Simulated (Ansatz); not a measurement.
# AlCl₂HSe: up Jacob's ladder to CCSD(T)

An exercise on one series of results from a longer session: the logs are not shown, and one member is left open.

Method: functionals in def2-TZVPP, the program's frozen cores in correlated methods; program: Ansatz 0.2.0, Gaussian basis.

Levels to be run: LDA (SPW92), PBE-D4, revPBE-D4, BLYP-D4, r2SCAN-D4, B97M-V, PBE0-D4, B3LYP-D4, r2SCANh-D4, r2SCAN0-D4, HSE06-D4, BHLYP-D4, CAM-B3LYP-D4, LC-ωPBE, ωB97X-V, ωB97M-V, B2PLYP, PBE-QIDH; CCSD(T)/def2-SVP; CCSD(T)/def2-TZVPP; MP2/def2-QZVPP; extrapolation to the limit; RPA on PBE.

### The relaxed structure

All runs share one geometry, relaxed beforehand with PBE0-D4 in a triple-zeta def2 set.

SMILES `[Cl][Al]([Cl])[SeH]`, 5 atoms, charge 0, spin multiplicity 1.

Atoms are counted from 1 here; the program's logs count them from 0.

Bond lengths: Cl1–Al2 2.080 Å, Al2–Cl3 2.078 Å, Al2–Se4 2.290 Å, Se4–H5 1.470 Å. Angles: Cl1–Al2–Cl3 119.7°, Cl1–Al2–Se4 121.6°, Cl3–Al2–Se4 118.7°, Al2–Se4–H5 90.4°.

Set-up of the first run:

in.yaml

```yaml
crystal:
  periodic: [false, false, false]
  atoms:
    - {symbol: Cl, position_ang: [-1.129102, -1.388582, 1.240079]}
    - {symbol: Al, position_ang: [0.378774, -0.407396, 0.195226]}
    - {symbol: Cl, position_ang: [2.327249, -1.125361, 0.281040]}
    - {symbol: Se, position_ang: [-0.051812, 1.460302, -1.058797]}
    - {symbol: H, position_ang: [-1.475208, 1.387438, -0.698949]}
basis:
  gaussian: {orbitals: def2-TZVPP}
hamiltonian: {xc: lda}
output: {orbitals: {seedname: orbitals}}
```

Among the steps run: LDA; PBE-D4 (GGA); revPBE-D4 (GGA); BLYP-D4 (GGA); r2SCAN-D4 (meta-GGA); B97M-V (meta-GGA); PBE0-D4 (hybrid); B3LYP-D4 (hybrid); r2SCANh-D4 (hybrid); r2SCAN0-D4 (hybrid); HSE06-D4 (hybrid); BHLYP-D4 (hybrid); CAM-B3LYP-D4 (range-separated); LC-ωPBE-D4 (range-separated; the results give it without D4); ωB97X-V (range-separated); ωB97M-V (range-separated); B2PLYP (double hybrid); PBE-QIDH (double hybrid).

One of the session's tables, all rows but one given; the rest of the session is left out.

It belongs to the step «Frontier levels by functional». 

```
  functional  HOMO (eV)  gap (eV)
 LDA (SPW92)      -6.83      4.61
      PBE-D4      -6.68      4.74
   revPBE-D4      -6.62      4.82
     BLYP-D4      -6.48      4.64
   r2SCAN-D4          ?         ?
      B97M-V      -6.99      5.40
     PBE0-D4      -7.82      6.71
    B3LYP-D4      -7.56      6.20
  r2SCANh-D4      -7.39      6.10
  r2SCAN0-D4      -8.01      7.12
    HSE06-D4      -7.43      5.94
    BHLYP-D4      -8.78      8.51
CAM-B3LYP-D4      -9.07      8.91
     LC-ωPBE     -10.47     11.47
     ωB97X-V     -10.10     11.00
     ωB97M-V      -9.95     10.55
```

Q: Estimate the row for r2SCAN-D4 from the others.

Worked estimate for «HOMO (eV)». Against the share of exact exchange, r2SCANh-D4 (0.1, -7.39), r2SCAN0-D4 (0.25, -8.01) give a slope of -4.13 per unit share; at 0 the line stands at -6.98.

The run gave: HOMO (eV): -6.97; gap (eV): 5.42. In «HOMO (eV)» the line misses by -0.01.
